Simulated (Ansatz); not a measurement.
Run this with Ansatz's Python interface and show what comes out.

Input file `ta.xyz`:
```text
2
Lattice="2.90037207 0.0 0.0 -1.45018604 2.5117959 0.0 0.0 0.0 5.166274" Properties=species:S:1:pos:R:3 pbc="T T T"
Ta    1.45018605    0.83726529    3.87470550
Ta   -0.00000001    1.67453061    1.29156850
```

`smear.py`:
```python
"""Smearing width test for Ta."""

import warnings

import ansatz
import pandas as pd

warnings.simplefilter("ignore", ansatz.DeckWarning)

ta = ansatz.Crystal.from_extxyz("ta.xyz")

base = (
    ta.calculation()
    .functional("r2scan")
    .basis(550)
    .kpoints(spacing=0.2)
    .stress()
)

rows = []
for value in [0.3, 0.2, 0.1, 0.05]:
    r = base.occupations("fermi_dirac", width=value).run(threads=1).report
    rows.append((value, r["free_energy_ev"] / len(r["lattice"]["sites"]), r["n_iterations"], sum(r["stress_gpa"][i][i] for i in range(3)) / 3, r["n_kpoints"]))

table = pd.DataFrame(rows, columns=["width (eV)", "F/atom (eV)", "iterations", "P (GPa)", "k-points"])
print(table.round(5).to_string(index=False))

# differences from the last row
for row in rows[:-1]:
    shift = 1000 * (row[1] - rows[-1][1])
    print(f"{row[0]}: {shift:+.2f} meV/atom" + ("  (within 5 meV)" if abs(shift) < 5 else ""))
```

```console
$ python smear.py
 width (eV)  F/atom (eV)  iterations  P (GPa)  k-points
       0.30  -9944.19314           6 -1.47110        84
       0.20  -9944.09403           6 -2.38509        84
       0.10  -9944.03172           6 -3.06787        84
       0.05  -9944.01644           6 -3.22358        84
0.3: -176.70 meV/atom
0.2: -77.59 meV/atom
0.1: -15.28 meV/atom
```

Going from 0.05 to 0.3 eV changes F by -176.7 meV an atom. With this scheme F falls roughly as the square of the width; the report's estimate for zero width (energy_sigma0_ev) moves by only -7.8 meV. The pressure moves from -3.22 to -1.47 GPa.

Reading the output:
- The run is spin-unpolarised.
- A Fermi-Dirac width this large means warm electrons, whose thermal share enters the free energy.
- The narrowest width needs the finest mesh, so the last row is no converged reference.
- Pressure is positive in compression.
- Spin-orbit coupling, which matters for elements this heavy, is left out.
- This isn't the structure that Ta takes at ambient conditions.
- By the engine's processor time: 17 s on 1 thread of Intel(R) Xeon(R) Processor @ 2.30GHz (shared host), peak memory 0.68 GiB.
